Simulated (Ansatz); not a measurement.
## Sn3Te: equation of state with LDA

Crystal: Sn3Te.

```xyz
4
Lattice="-2.3009 2.3009 5.5165 2.3009 -2.3009 5.5165 2.3009 2.3009 -5.5165" Properties=species:S:1:pos:R:3 pbc="T T T"
Te    0.0000    0.0000    0.0000
Sn    0.0000    0.0000    5.5165
Sn    2.3009    0.0000    2.7582
Sn    0.0000    2.3009    2.7582
```

The cell comes from a database or a generator and needn't be the stable form of this composition.

* Program: Ansatz 0.2.0
* Task: equation of state
* Functional: LDA
* Potentials or basis: Ansatz PAW
* Cutoff: 420 eV
* Density cutoff: 1680 eV
* k mesh: 8 × 8 × 8
* Occupations: fermi-dirac, width 0.05 eV
* Spin: no spin polarisation

```yaml
Equilibrium_volume: "26.68 Å³/atom (rough: see the caveat)"
Bulk_modulus_at_fixed_shape_and_positions: 57 GPa (rough)
```

Energy against volume, from the lowest point:
| volume (Å³/atom) | energy (meV/atom) |
| --- | --- |
| 27.453 | 0.00 |
| 28.037 | 7.38 |
| 28.621 | 18.16 |
| 29.205 | 31.95 |
| 29.789 | 48.38 |
| 30.373 | 67.14 |
| 30.958 | 87.94 |

All runs of the series together: 53 s on 2 threads of Arm Neoverse V2 (shared host).

Caveat: the minimum lies outside the volumes run; the cell was scaled at fixed shape and fractional positions, which overstates the stiffness of a crystal with free parameters, most of all of layers and chains. The run has no spin-orbit coupling, so splittings on Te are missing.
